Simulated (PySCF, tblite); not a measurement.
# C₅H₁₃OPSi₂: geometry, infrared bands and NMR shifts

Wanted: the infrared bands and NMR shifts of C₅H₁₃OPSi₂ (`O=C/C=C\[Si@H](P)CC[SiH3]`), by calculation.

The runs use tblite 0.8.0 and PySCF 2.14.0, with density-fitted response routines of our own; the level of theory stands in each step. All values are computed, except where a source is named. Atoms are numbered from 0 throughout.

**1. The starting structure**

22 atoms, charge 0, multiplicity 1; geometry from: force field or distance geometry start.

Bonds of the start (Å): O0–C1 1.27, C1–C2 1.45, C2–C3 1.34, C3–Si4 1.85, Si4–P5 2.20, Si4–C6 1.86, C6–C7 1.52, C7–Si8 1.87, C1–H9 1.09, C2–H10 1.08, C3–H11 1.08, Si4–H12 1.47, P5–H13 1.45, P5–H14 1.45, C6–H15 1.09, C6–H16 1.11, C7–H17 1.12, C7–H18 1.11, Si8–H19 1.47, Si8–H20 1.46, Si8–H21 1.47.

**2. Geometry optimisation with GFN2-xTB**

What the job is given:

```
{"job": {"kind": "relax", "xc": "GFN2-xTB", "basis": "xTB"}, "charge": 0, "multiplicity": 1}
O      4.798500     0.457600     0.435300
C      3.532300     0.495900     0.300100
C      2.889000     1.401700    -0.629200
C      1.551200     1.421300    -0.751300
Si     0.631200     0.241600     0.336500
P      1.000800    -1.852600    -0.240500
C     -1.195500     0.559000     0.230400
C     -1.936200    -0.757800     0.037700
Si    -3.776000    -0.462000    -0.061800
H      2.947000    -0.178800     0.922400
H      3.457800     2.080600    -1.250500
H      1.047900     2.089400    -1.442000
H      1.074700     0.416800     1.725700
H      2.257600    -2.048900    -0.928300
H      0.874600    -2.678600     0.946400
H     -1.480500     1.284000    -0.531000
H     -1.545400     0.961300     1.209500
H     -1.681700    -1.502800     0.837900
H     -1.625400    -1.187200    -0.939500
H     -4.314100    -0.649900    -1.417400
H     -4.060400     0.913500     0.352300
H     -4.457900    -1.385600     0.856400
```

The run is started by

```bash
$ OMP_NUM_THREADS=1 python probes_run.py task.json out
```

This one command runs all jobs of the session in turn.

**Question.** This job is followed by: GFN2-xTB harmonic vibrations, gas phase; GIAO PBE0/pcSseg-1 NMR shielding, non-relativistic, gas phase. What will the session give for the following? strongest single infrared mode (GFN2-xTB); zero-point energy (GFN2-xTB); ¹³C shifts against TMS (PBE0/pcSseg-1); ¹H shifts against TMS (PBE0/pcSseg-1, means over atoms taken as alike); ¹⁷O shifts against H2O (PBE0/pcSseg-1); ²⁹Si shifts against TMS (PBE0/pcSseg-1); ³¹P shifts against H3PO4 (PBE0/pcSseg-1).

As calculated:

```
                                                              quantity                                                            value
                             strongest single infrared mode (GFN2-xTB)                                            1746 cm⁻¹, 475 km/mol
                                          zero-point energy (GFN2-xTB)                                                    97.4 kcal/mol
                                ¹³C shifts against TMS (PBE0/pcSseg-1)                               196.3, 161.7, 152.7, 13.3, 5.4 ppm
¹H shifts against TMS (PBE0/pcSseg-1, means over atoms taken as alike)  10.27, 7.60, 6.67, 5.59, 3.92, 1.31, 1.10, 0.70, 0.67, 0.47 ppm
                                ¹⁷O shifts against H2O (PBE0/pcSseg-1)                                                        724.8 ppm
                               ²⁹Si shifts against TMS (PBE0/pcSseg-1)                                                 -29.4, -65.6 ppm
                              ³¹P shifts against H3PO4 (PBE0/pcSseg-1)                                                       -290.3 ppm
```

**Reading.** Over 149 steps the energy fell by 1.336 eV; of the close pairs, O0–C1 changed most, 1.274 to 1.204 Å. No mode is imaginary among the 60: a minimum at this level. The strongest single mode, at 1746 cm⁻¹, moves mainly C1 and O0. Unscaled tight-binding wavenumbers are off by several per cent, some by more. Its intensities can rank the bands wrongly. The most deshielded carbon is C1 (aldehyde carbonyl carbon), at 196.3 ppm: low-lying n→π* states of the double bond to the heteroatom give a large paramagnetic term (-266 ppm). The most deshielded hydrogen is H9 (hydrogen on an aldehyde carbonyl carbon), at 10.27 ppm: the formyl region, downfield of aromatic protons. At PBE0/pcSseg-1: Shielding is most anisotropic at O0 (span 1446 ppm, paramagnetic term -780 ppm).
